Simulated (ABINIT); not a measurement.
SiF: optical spectrum with PW91

Crystal: SiF.

```xyz
2
Lattice="1.3386 0.7728 3.8983 -1.3386 0.7728 3.8983 0.0000 -1.5457 3.8983" Properties=species:S:1:pos:R:3 pbc="T T T"
Si    0.0000    0.0000    5.8475
F     0.0000    0.0000    0.0000
```

The cell was built by a generator and needn't be a form met in nature.

```
Program             : ABINIT 10.8.3 (patched build)
Task                : optical spectrum
Functional          : PW91
Potentials or basis : SG15 NC PBE v1.2
Cutoff              : 1088 eV
k mesh              : 12 × 12 × 12
Occupations         : fermi-dirac, width 0.05 eV
Spin                : no spin polarisation
Bands in the sums   : 14
Broadening (eV)     : 0.2
Scissor shift (eV)  : 0
Tensor components   : [11, 33]
```

```
Pressure               : 0.2 GPa
Band gap on the k mesh : none (metal or under the smearing width)
```

Stress tensor (GPa, compression positive):
```
 0.69  0.00  0.00
 0.00  0.69  0.00
 0.00  0.00 -0.66
```

Dielectric function (mean over the directions given):
```
energy (eV)  real part  imaginary part
       0.33      26.17           29.17
       1.31       3.93            5.71
       2.29       2.40            1.68
       3.37       5.12            3.59
       4.35       4.24            5.04
       5.44       2.33            5.55
       6.42       0.76            4.93
       7.51      -0.62            3.33
       8.49       0.02            2.44
       9.58      -0.16            2.40
      10.56      -0.44            1.48
      11.65       0.01            1.16
      12.63       0.20            1.15
      13.71       0.18            0.94
      14.69       0.29            0.83
      15.78       0.42            0.58
      16.76       0.49            0.73
      17.85       0.44            0.78
      18.83       0.31            0.57
      19.92       0.46            0.51
```

Wall time 7.2 min on 1 thread of Arm Neoverse V1 (shared host), peak memory 1.1 GiB.

Caveat: the intraband (Drude) term is left out; spectra need much finer meshes, so this one isn't converged; this build's PW91 may differ from other programs'; independent-particle spectra lack excitons; the potentials were made for another functional, which shifts forces and pressure; an odd number of electrons without spin polarisation forces a metal; a magnetic or distorted state may lie lower.
